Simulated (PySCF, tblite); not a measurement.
# C₇H₁₄B₂O: geometry, infrared bands and NMR shifts

Aim: predict the infrared bands and NMR shifts of C₇H₁₄B₂O (`B[C@]1(COC)BCCC1=C`).

Computed with tblite 0.8.0 and PySCF 2.14.0, with density-fitted response routines of our own, on a single molecule in the gas phase. Atoms are numbered from 0 throughout.

### Step 1. Starting geometry

24 atoms, charge 0, multiplicity 1; geometry from: force field or distance geometry start.

Bonds of the start (Å): B0–C1 1.59, C1–C2 1.56, C2–O3 1.40, O3–C4 1.41, C1–B5 1.59, B5–C6 1.57, C6–C7 1.53, C7–C8 1.50, C8–C9 1.34, C8–C1 1.51, B0–H10 1.18, B0–H11 1.19, C2–H12 1.10, C2–H13 1.12, C4–H14 1.10, C4–H15 1.11, C4–H16 1.12, B5–H17 1.19, C6–H18 1.12, C6–H19 1.10, C7–H20 1.12, C7–H21 1.11, C9–H22 1.09, C9–H23 1.08.

### Step 2. Relaxing the molecule with GFN2-xTB

The job: settings as JSON, then the geometry in Å.

```
{"job": {"kind": "relax", "xc": "GFN2-xTB", "basis": "xTB"}, "charge": 0, "multiplicity": 1}
B     -0.666200     0.128700    -2.297500
C     -0.233600    -0.102900    -0.785000
C      1.307700     0.039800    -0.601000
O      1.659700    -0.116500     0.745100
C      3.054400     0.022700     0.897100
B     -0.724700    -1.542700    -0.329400
C     -1.750200    -1.440700     0.861000
C     -1.893200     0.059500     1.141000
C     -0.997500     0.775800     0.169700
C     -0.913400     2.116700     0.175000
H     -0.036100    -0.358400    -3.162600
H     -1.821900     0.313600    -2.532600
H      1.806400    -0.716400    -1.229400
H      1.605900     1.054700    -0.964100
H      3.319300    -0.103400     1.959700
H      3.599500    -0.747400     0.317300
H      3.384400     1.047700     0.592400
H     -0.347700    -2.563400    -0.801200
H     -1.348500    -1.969000     1.760700
H     -2.715500    -1.890900     0.568100
H     -2.957300     0.377900     0.987100
H     -1.595900     0.291000     2.181700
H     -0.255400     2.640000    -0.519300
H     -1.492000     2.703100     0.873800
```

The run is started by

```
OMP_NUM_THREADS=1 python probes_run.py task.json out
```

One launch serves the whole session: the jobs run in the order shown.

**Question.** This job is followed by: GFN2-xTB harmonic vibrations, gas phase; GIAO PBE0/pcSseg-1 NMR shielding, non-relativistic, gas phase. What will the session give for the following? strongest single infrared mode (GFN2-xTB); zero-point energy (GFN2-xTB); 13C shifts against TMS (PBE0/pcSseg-1); 1H shifts against TMS (PBE0/pcSseg-1, means over atoms taken as alike); 11B shifts against BF3·OEt2 (PBE0/pcSseg-1); 17O shifts against H2O (PBE0/pcSseg-1); surface potential, 1st and 99th percentile.

**Answer**, as computed:

```
                                                              quantity                                                                 value
                             strongest single infrared mode (GFN2-xTB)                                                 2678 cm⁻¹, 161 km/mol
                                          zero-point energy (GFN2-xTB)                                                        122.1 kcal/mol
                                13C shifts against TMS (PBE0/pcSseg-1)                        167.7, 109.2, 92.6, 83.3, 60.8, 39.4, 31.9 ppm
1H shifts against TMS (PBE0/pcSseg-1, means over atoms taken as alike)  8.00, 7.26, 5.38, 5.00, 4.70, 4.13, 3.40, 3.26, 3.02, 1.80, 1.46 ppm
                           11B shifts against BF3·OEt2 (PBE0/pcSseg-1)                                                        93.7, 79.2 ppm
                                17O shifts against H2O (PBE0/pcSseg-1)                                                              38.7 ppm
                                 surface potential, 1st and 99th percentile                                                    -1.37 V and 1.42 V
```

In words: The optimisation took 131 steps and gained 0.343 eV; among the close pairs (by a distance rule), C7–H20 changed most, from 1.121 to 1.094 Å. All 66 modes are real, so the xTB geometry is a minimum. The strongest single mode, at 2678 cm⁻¹, moves mainly H17. GFN2-xTB is a fitted tight-binding method: band positions and strengths are rough. Its intensities can rank the bands wrongly. At PBE0/pcSseg-1: The widest tensor belongs to C8: span 209 ppm, with a paramagnetic part of -244 ppm. At PBE0/pcSseg-1, counted by nearest atom on the grid, the HOMO lies on C9 38 %; C8 26 %, the LUMO on B0 32 %; B5 24 %.
